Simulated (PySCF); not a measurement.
# C6H8O2S: magnetic properties

Aim: compute the magnetic properties of C6H8O2S (`CC(=O)[C@@H]1OCC=CS1`).

Programs: PySCF 2.14.0, with routines of our own; each step states its level. All values are computed. Atoms count from 0.

### 1 The starting structure

17 atoms, charge 0, multiplicity 1; geometry from: GFN2-xTB.

### 2 Magnetic properties: GIAO PBE0/pcSseg-1

What the job is given:

```
{"job": {"kind": "mag", "xc": "PBE0", "basis": "pcSseg-1", "isotopologues": 0}, "charge": 0, "multiplicity": 1}
C     -2.404634    -0.935824    -0.064822
C     -1.949928     0.215643     0.772631
O     -2.655837     0.877731     1.484911
C     -0.450629     0.487514     0.688623
O      0.030101     0.290463    -0.590681
C      1.362683     0.727122    -0.771435
C      2.331963     0.143167     0.211504
C      1.985704    -0.490233     1.323901
S      0.339706    -0.708841     1.879602
H     -3.480577    -1.059663     0.013742
H     -2.110688    -0.760564    -1.097337
H     -1.899098    -1.838669     0.273567
H     -0.216779     1.487740     1.078641
H      1.406828     1.829202    -0.728536
H      1.624998     0.415684    -1.786356
H      3.373957     0.262255    -0.042019
H      2.705230    -0.930697     1.993617
```

Method: GIAO PBE0/pcSseg-1 magnetisability, rotational g tensor and spin-rotation constants, non-relativistic, gas phase.

Launch:

```bash
$ OMP_NUM_THREADS=1 python excited_run.py task.json out
```

One launch serves the whole session: the jobs run in the order shown.

The log of the run:

```text
coarse grid: 15272 points
cycle   1  E = -781.1753000207  dE =  1.545e+00  |g| = 9.126e-01  |ddm| = 3.900e+00
cycle   2  E = -780.7492735028  dE =  4.260e-01  |g| = 1.757e+00  |ddm| = 2.508e+00
cycle   3  E = -781.3289180979  dE = -5.796e-01  |g| = 2.077e-01  |ddm| = 1.941e+00
cycle   4  E = -781.3365676293  dE = -7.650e-03  |g| = 9.468e-02  |ddm| = 2.402e-01
cycle   5  E = -781.3380492160  dE = -1.482e-03  |g| = 2.649e-02  |ddm| = 9.316e-02
cycle   6  E = -781.3381894284  dE = -1.402e-04  |g| = 5.930e-03  |ddm| = 2.862e-02
cycle   7  E = -781.3381962126  dE = -6.784e-06  |g| = 1.551e-03  |ddm| = 6.019e-03
final grid: 144392 points
cycle   8  E = -781.4172523415  dE = -2.272e-05  |g| = 1.609e-02  |ddm| = 3.315e-02
cycle   9  E = -781.4171479247  dE =  1.044e-04  |g| = 2.863e-02  |ddm| = 3.233e-02
cycle  10  E = -781.4172998445  dE = -1.519e-04  |g| = 3.474e-03  |ddm| = 2.270e-02
cycle  11  E = -781.4173021385  dE = -2.294e-06  |g| = 4.240e-04  |ddm| = 2.974e-03
cycle  12  E = -781.4173021708  dE = -3.237e-08  |g| = 1.650e-04  |ddm| = 5.603e-04
cycle  13  E = -781.4173021763  dE = -5.497e-09  |g| = 4.244e-05  |ddm| = 1.876e-04
cycle  14  E = -781.4173021768  dE = -4.072e-10  |g| = 1.482e-05  |ddm| = 6.709e-05
converged SCF energy = -781.4173021768

Magnetisability tensor (1e-30 J/T^2)
    -1194.49      -14.94      -58.88
      -14.94    -1273.01       80.44
      -58.88       80.44    -1273.50
isotropic -1247.00   principal values   -1360.19  -1241.59  -1139.22
isotropic susceptibility -75.096 1e-6 cm^3/mol

Inertial axes            a          b          c
rot. const./GHz      2.5380     1.0896     0.9032
chi total           -71.363    -80.340    -73.586
chi diamagnetic    -587.115  -1208.107  -1414.695
chi paramagnetic    515.753   1127.767   1341.109
quadrupole/D A        1.306      1.783     -3.089
g nuclear            0.5716     0.5632     0.5557
g electronic        -0.6149    -0.5773    -0.5691
g total             -0.0433    -0.0141    -0.0134

Spin-rotation constants (kHz, H = +C I.J)
atom  isotope        aa         bb         cc
  9     1H        0.086     -0.132     -0.096
 10     1H       -0.264      0.018     -0.079
 11     1H       -0.220     -0.070     -0.023
 12     1H       -0.197     -0.133      0.056
 13     1H       -0.264     -0.088      0.036
 14     1H       -0.241     -0.001     -0.044
 15     1H        0.241     -0.106     -0.112
 16     1H       -0.034      0.013     -0.102
  0    13C*       0.413      0.174      0.124
  1    13C*       1.422      0.283      0.422
  2    17O*      -2.281     -0.161     -0.695
  3    13C*       0.673      0.280      0.205
  4    17O*      -0.349     -0.118     -0.023
  5    13C*       0.457      0.281      0.197
  6    13C*       1.182      0.344      0.106
  7    13C*       1.155      0.371      0.130
  8    33S*       0.720      0.393      0.205
* in the singly substituted isotopologue
```

Run time: 39 s. Hardware: 1 thread of Intel Xeon 6975P-C, shared host; peak memory 0.89 GiB.

In short:

```
              quantity                      value
       magnetisability           -1247·10⁻³⁰ J/T²
  molar susceptibility         -75.1·10⁻⁶ cm³/mol
rotational g (a, b, c)  -0.0433, -0.0141, -0.0134
```

Orbitals, density, ELF and potential are computed afterwards from the orbital file.

Frontier orbitals at PBE0/pcSseg-1, with the share of their density that lies nearest to each atom:

```
orbital  energy (eV)                   lies on
   HOMO        -6.50  S8 51 %; C6 21 %; C7 9 %
   LUMO        -0.97  C1 38 %; O2 28 %; S8 9 %
```

ELF in a plane through or near 7 of the atoms.

Ten even steps from '0' (0.00) to '9' (1.00):
```
0000000000000000000000000000
0000000000000000000000000000
0000000000001221000000000000
0000000451014664200000000000
0000007998127898500000000000
0000018999544268600000000000
0000002795382617400000000000
0000000253385256101100000000
0000133378643563024425760000
0000899821500232158679992000
0000999922823662057379993000
0000799648548366036657880000
0000132015237688138731210000
0000000028962687117620000000
0000000048960132001100000000
0000000027830000000000000000
0000000000000000000000000000
0000000000000000000000000000
0000000000000000000000000000
0000000000000000000000000000
```
The map spans 12.4 Å across and 9.5 Å up, centred on the molecule. Atoms in the plane (x, y in Å): O4 (-0.1, -0.9), C5 (-1.5, -1.1), C6 (-2.3, 0.1), C7 (-1.9, 1.3), S8 (-0.2, 1.8), H15 (-3.4, -0.1), H16 (-2.5, 2.1).

On the surface of density 0.002 e/bohr³ the electrostatic potential runs, from the 1st to the 99th percentile, from -1.57 V near O2 to 1.17 V near H15.

### 3 Magnetic properties: GIAO PW91/pcseg-1

Settings changed since step 2:

```diff
@@ -1,2 +1,2 @@
-{"job": {"kind": "mag", "xc": "PBE0", "basis": "pcSseg-1", "isotopologues": 0}, "charge": 0, "multiplicity": 1}
+{"job": {"kind": "mag", "xc": "PW91", "basis": "pcseg-1"}, "charge": 0, "multiplicity": 1}
 C     -2.404634    -0.935824    -0.064822
```

Level: GIAO PW91/pcseg-1 magnetisability, rotational g tensor and spin-rotation constants, non-relativistic, gas phase.

The log of the run:

```text
coarse grid: 15272 points
cycle   1  E = -781.5210223301  dE =  1.309e+00  |g| = 9.549e-01  |ddm| = 4.520e+00
cycle   2  E = -780.4676145838  dE =  1.053e+00  |g| = 2.405e+00  |ddm| = 4.569e+00
cycle   3  E = -781.6748623600  dE = -1.207e+00  |g| = 3.829e-01  |ddm| = 3.975e+00
cycle   4  E = -781.7061058524  dE = -3.124e-02  |g| = 1.607e-01  |ddm| = 5.667e-01
cycle   5  E = -781.7100036368  dE = -3.898e-03  |g| = 8.173e-02  |ddm| = 2.208e-01
cycle   6  E = -781.7114120538  dE = -1.408e-03  |g| = 1.517e-02  |ddm| = 9.788e-02
cycle   7  E = -781.7114612953  dE = -4.924e-05  |g| = 4.176e-03  |ddm| = 1.922e-02
cycle   8  E = -781.7114648549  dE = -3.560e-06  |g| = 2.025e-03  |ddm| = 8.036e-03
final grid: 144392 points
cycle   9  E = -781.8216984971  dE = -2.088e-05  |g| = 1.750e-02  |ddm| = 4.442e-02
cycle  10  E = -781.8213819815  dE =  3.165e-04  |g| = 4.305e-02  |ddm| = 5.047e-02
cycle  11  E = -781.8217525807  dE = -3.706e-04  |g| = 7.260e-03  |ddm| = 4.161e-02
cycle  12  E = -781.8217634331  dE = -1.085e-05  |g| = 9.924e-04  |ddm| = 7.344e-03
cycle  13  E = -781.8217636325  dE = -1.995e-07  |g| = 3.055e-04  |ddm| = 1.439e-03
cycle  14  E = -781.8217636528  dE = -2.027e-08  |g| = 9.853e-05  |ddm| = 5.341e-04
cycle  15  E = -781.8217636554  dE = -2.564e-09  |g| = 4.257e-05  |ddm| = 2.098e-04
cycle  16  E = -781.8217636558  dE = -4.650e-10  |g| = 1.463e-05  |ddm| = 5.821e-05
converged SCF energy = -781.8217636558

Magnetisability tensor (1e-30 J/T^2)
    -1163.08      -14.29      -62.92
      -14.29    -1237.27       83.50
      -62.92       83.50    -1237.00
isotropic -1212.45   principal values   -1328.58  -1207.75  -1101.01
isotropic susceptibility -73.015 1e-6 cm^3/mol

Inertial axes            a          b          c
rot. const./GHz      2.5380     1.0896     0.9032
chi total           -69.433    -78.304    -71.308
chi diamagnetic    -587.424  -1208.576  -1415.186
chi paramagnetic    517.990   1130.272   1343.878
quadrupole/D A        1.111      1.861     -2.972
g nuclear            0.5716     0.5632     0.5557
g electronic        -0.6176    -0.5786    -0.5702
g total             -0.0460    -0.0154    -0.0146

Spin-rotation constants (kHz, H = +C I.J)
atom  isotope        aa         bb         cc
  9     1H        0.090     -0.136     -0.097
 10     1H       -0.264      0.020     -0.080
 11     1H       -0.218     -0.069     -0.024
 12     1H       -0.198     -0.134      0.059
 13     1H       -0.263     -0.087      0.039
 14     1H       -0.241      0.002     -0.045
 15     1H        0.243     -0.108     -0.114
 16     1H       -0.036      0.014     -0.102
  0    13C*       0.386      0.167      0.118
  1    13C*       1.379      0.281      0.412
  2    17O*      -2.120     -0.158     -0.642
  3    13C*       0.683      0.278      0.207
  4    17O*      -0.383     -0.131     -0.024
  5    13C*       0.436      0.278      0.195
  6    13C*       1.106      0.336      0.098
  7    13C*       1.076      0.368      0.128
  8    33S*       0.797      0.409      0.218
* in the singly substituted isotopologue
```

It took 33 s on 1 thread of Intel Xeon 6975P-C, shared host; peak memory 0.64 GiB.

From this job:

```
              quantity                      value
       magnetisability           -1212·10⁻³⁰ J/T²
  molar susceptibility         -73.0·10⁻⁶ cm³/mol
rotational g (a, b, c)  -0.0460, -0.0154, -0.0146
```

### 4 The levels compared

```
             level  ξ (10⁻³⁰ J/T²)     g(a)     g(b)  gap (eV)  functions  time
GIAO PBE0/pcSseg-1           -1247  -0.0433  -0.0141      5.52        200  39 s
 GIAO PW91/pcseg-1           -1212  -0.0460  -0.0154      3.26        170  33 s
```

### 5 Results

| quantity | value |
| --- | --- |
| magnetisability (step 2, GIAO PBE0/pcSseg-1) | -1247·10⁻³⁰ J/T² |
| molar susceptibility (step 2, GIAO PBE0/pcSseg-1) | -75.1·10⁻⁶ cm³/mol |
| rotational g (a, b, c) (step 2, GIAO PBE0/pcSseg-1) | -0.0433, -0.0141, -0.0134 |
| surface potential, 1st and 99th percentile | -1.57 V and 1.17 V |
| magnetisability over the levels | -1247 to -1212·10⁻³⁰ J/T² |

At PBE0/pcSseg-1, counted by nearest atom on the grid, the HOMO lies on S8 51 %; C6 21 %, the LUMO on C1 38 %; O2 28 %. The magnetisability spreads by 2.8 % over 2 levels of like cost. Two levels can agree by chance, so this spread shows no convergence. Vibrational averaging and real surroundings are missing from these values.
